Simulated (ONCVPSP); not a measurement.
# An ONCV potential for Se, from input to tests

Do these settings give a usable potential? It is generated, then checked for transferability, scattering, ghosts and hardness.

Method: ONCVPSP 4.0.1, PBE, scalar-relativistic.

## 1. The design

Typed settings, in words:

```json
{
  "element": "selenium (Se, Z = 34)",
  "type": "optimised norm-conserving Vanderbilt (ONCV)",
  "frozen core": "[Ar] 3d10",
  "valence charge": "6",
  "reference configuration": "4s1.75 4p4.25",
  "partial waves": "4s: rc 1.25 bohr, ncon 3, nbas 6, qcut 6.4 1/bohr, 1 projector; 4p: rc 1.55 bohr, ncon 4, nbas 8, qcut 5.2 1/bohr, 2 projectors, debl 1.2 Ha",
  "local potential": "polynomial inside 0.90 bohr (lpopt 5, dvloc0 -1 Ha)",
  "core correction": "Teter function fitted to the true core (icmod 2), fcfact 0.5"
}
```

The nodes and maxima of the atom's own shells, from an earlier all-electron run, set the scale for the radii.

All-electron outer shells of the reference configuration (PBE, scalar-relativistic, ld1.x):

```json
{"shell": "3p", "level (eV)": "-153.39", "outermost node (bohr)": "0.21", "outermost maximum (bohr)": "0.50"}
{"shell": "3d", "level (eV)": "-53.53", "outermost node (bohr)": "–", "outermost maximum (bohr)": "0.45"}
{"shell": "4s", "level (eV)": "-17.50", "outermost node (bohr)": "0.70", "outermost maximum (bohr)": "1.51"}
{"shell": "4p", "level (eV)": "-6.67", "outermost node (bohr)": "0.74", "outermost maximum (bohr)": "1.80"}
```

## 2. Generation

Se.dat

```
# ATOM AND REFERENCE CONFIGURATION
# atsym  z   nc   nv     iexc    psfile
  Se 34.00    6    2        4      upf
#
#   n    l    f
    1    0    2.00
    2    0    2.00
    2    1    6.00
    3    0    2.00
    3    1    6.00
    3    2   10.00
    4    0    1.75
    4    1    4.25
#
# PSEUDOPOTENTIAL AND OPTIMIZATION
# lmax
    1
#
#   l,   rc,      ep,       ncon, nbas, qcut
    0    1.25    0.00    3    6    6.40
    1    1.55    0.00    4    8    5.20
#
# LOCAL POTENTIAL
# lloc, lpopt,  rc(5),   dvloc0
    4    5    0.90   -1.00
#
# VANDERBILT-KLEINMAN-BYLANDER PROJECTORs
# l, nproj, debl
    0    1    1.20
    1    2    1.20
#
# MODEL CORE CHARGE
# icmod, fcfact, rcfact
    2    0.50    0.80
#
# LOG DERIVATIVE ANALYSIS
# epsh1, epsh2, depsh
   -2.00    5.00    0.02
#
# OUTPUT GRID
# rlmax, drl
    6.00    0.01
#
# TEST CONFIGURATIONS
# ncnf
    4
# nvcnf
#   n    l    f
    2
    4    0    2.00
    4    1    4.00
#
    2
    4    0    2.00
    4    1    3.00
#
    2
    4    0    2.00
    4    1    2.00
#
    2
    4    0    0.00
    4    1    6.00
#
```

Command:

```
$ oncvpsp.x < Se.dat > Se.out
```

What does the calculation give? Wanted: cutoffs for 1 and 0.1 mHa per electron, occupied waves; bound ghosts; GHOST(+) flags; largest test error; largest phase difference near zero energy, channels read; rms error of d²Exc/dn², without and with the model core.

**Answer**, as computed:

| quantity | value |
| --- | --- |
| cutoffs for 1 and 0.1 mHa per electron, occupied waves | 11 Ha and 58 Ha |
| bound ghosts | s at -158.16 eV |
| GHOST(+) flags | p at 100 eV |
| largest test error (AE − PS) | -22 meV, for 4s0 4p6 |
| largest phase difference near zero energy, channels read | 0.011 rad |
| rms error of d²Exc/dn², without and with the model core | 4.32 and 0.83 mHa |

What this shows: A bound ghost (s) makes it unfit for use: electrons can fall into a state that the atom doesn't have. By total energies transferability is good: the largest error is 22 meV on 19.3 eV, for 4s0 4p6. Atomic tests can pass in spite of a ghost, since they solve only for the levels asked. It counts as soft on the atom at that tolerance, with 11 Ha needed at the looser tolerance. The tighter tolerance needs 58 Ha, and converged work needs a cutoff nearer that. Near zero energy the phases of the channels with partial waves agree within 0.011 rad. The program also flags highly localised states, GHOST(+) (p). These are tests on the free atom; a crystal test is still owed.
